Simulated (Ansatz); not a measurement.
CH6AlAsSi, SMILES C[As]1[AlH][SiH2]1, a ladder of methods at one geometry

Computed with Ansatz 0.2.0 through its Python package.

Notebook, run cell by cell (the value of a cell's last expression is shown):

**Cell 1**
```python
import ansatz as az
```

**Cell 2**
```python
GEOMETRY = """
C    -0.81020    1.37230    0.08110
As   -1.32600   -0.46670   -0.32460
Al    0.81470   -0.96060   -1.44440
Si    0.49640   -1.30920    0.88080
H    -1.26870    1.68400    1.04440
H     0.23770    1.60110    0.07580
H    -1.28860    2.07200   -0.69860
H     1.84670   -0.95400   -2.71280
H     0.30010   -2.72350    1.28470
H     1.08100   -0.36650    1.81650
"""
```

**Cell 3**
```python
molecule = az.Crystal.molecule()
for line in GEOMETRY.strip().splitlines():
    symbol, *xyz = line.split()
    molecule = molecule.atom(symbol, [float(v) for v in xyz])
```

**Cell 4**
```python
calculation = molecule.calculation().basis(gaussian="def2-SVP")
```

**Cell 5**
```python
methods = ["mp2", "ccsd", "ccsd_t"]
reports = [calculation.correlation(m).run(threads=1, pin="off").report for m in methods]
print(f"Hartree-Fock reference {reports[0]['reference_energy_ev'] / 27.211386246:.6f} Ha")
best = reports[-1]["free_energy_ev"] - reports[-1]["reference_energy_ev"]
for method, each in zip(methods, reports):
    gained = each["free_energy_ev"] - each["reference_energy_ev"]
    print(f"{method:8s} total {each['free_energy_ev'] / 27.211386246:.6f} Ha  correlation {gained:9.4f} eV  ({100 * gained / best:.1f} % of the last)")
```
Output:
```text
Hartree-Fock reference -2805.891194 Ha
mp2      total -2806.429112 Ha  correlation  -14.6375 eV  (89.1 % of the last)
ccsd     total -2806.475164 Ha  correlation  -15.8906 eV  (96.7 % of the last)
ccsd_t   total -2806.495077 Ha  correlation  -16.4325 eV  (100.0 % of the last)
```

Reading the output:
- Total energies depend on the basis set; only differences at equal settings carry meaning.
- The geometry is a force-field or estimated start, not a minimum of this method, and the basis set is short of its limit. A lower total doesn't mark the better method: functionals have no common bound, and MP2 and coupled cluster aren't variational.
- Inner cores stay frozen; a filled d shell under the valence of the heavier atoms is correlated with it.
- It ran for 34 s on 1 thread of Arm Neoverse V1, on a shared host, peak memory 0.54 GiB.
